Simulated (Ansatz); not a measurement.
# Sr2Y: a trial structure relaxed

Aim: relax Sr2Y from this start, AlB2 type (P6/mmm, No. 191), and see where it ends.

Method: DFT PBE, scalar-relativistic, plane waves, PAW, in Ansatz 0.2.0.

### 1 The system as given

It takes space group P6/mmm (No. 191, hexagonal). The conventional cell has a = 4.517 Å, b = 4.517 Å, c = 4.877 Å, α = 90.00°, β = 90.00°, γ = 120.00°. Sr (site symmetry -6m2) has 3 Sr at 2.61 Å as nearest neighbours. Around Y (site symmetry 6/mmm) lie 12 Sr at 3.57 Å.

Structure file:

```cif
data_structure
_symmetry_space_group_name_H-M 'P 1'
_symmetry_Int_Tables_number 1
_cell_length_a 4.5167
_cell_length_b 4.5167
_cell_length_c 4.8768
_cell_angle_alpha 90.000
_cell_angle_beta 90.000
_cell_angle_gamma 120.000
_cell_volume 86.16
loop_
_atom_site_label
_atom_site_type_symbol
_atom_site_fract_x
_atom_site_fract_y
_atom_site_fract_z
_atom_site_occupancy
Sr1 Sr 0.33333 0.66667 0.50000 1
Sr2 Sr 0.66667 0.33333 0.50000 1
Y1 Y 0.00000 0.00000 0.00000 1
```

(A quick probe on a coarse mesh, which set the mesh and smearing, is not shown.)

### 3 Coarse relaxation

File input.yaml:

```yaml
crystal:
  lattice:
    - [4.5166517375, 0.0, 0.0]
    - [-2.2583258688, 3.9115351448, 0.0]
    - [0.0, 0.0, 4.8767834375]
  atoms:
    - { symbol: Sr, position: [0.3333333333, 0.6666666667, 0.5] }
    - { symbol: Sr, position: [0.6666666667, 0.3333333333, 0.5] }
    - { symbol: "Y", position: [0.0, 0.0, 0.0] }
basis:
  ecutwfc: 420
kpoints:
  mp_grid: { grid: [6, 6, 4] }
hamiltonian:
  xc: pbe
scf:
  occupations: { method: gaussian, width: 0.1 }
  lower_state_search: "off"
output:
  forces: true
  stress: true
  eigenvalues: true
relax:
  adjacent_minimum: "off"
  f_tol: 0.04
  max_steps: 70
  cell: { stress_tol: 0.4 }
```

On the command line:

```bash
> ansatz run input.yaml --threads 1 --pin off --max-ram 2560MiB --backend cpu --events-out ev --progress --plain --runs-dir out
```

Further runs follow: full relaxation.

What does the calculation give?

The runs gave:

Formation energies count from the elements, computed with the same settings in runs not shown here.

```
                          quantity                                                                       value
                              cell  a = 6.369 Å, b = 6.369 Å, c = 3.715 Å, α = 90.00°, β = 90.00°, γ = 120.00°
                       space group                                                            P6/mmm (No. 191)
                            volume                                                               43.49 Å³/atom
                   gap on the mesh                                                                none (metal)
formation energy from the elements                                                              +0.258 eV/atom
```

What this shows: The space group stayed P6/mmm, and from the first guess the volume went from 28.72 to 43.49 Å³/atom. The formation energy of +0.26 eV/atom is positive, so the elements lie lower than this structure; another structure of the compound can lie lower.
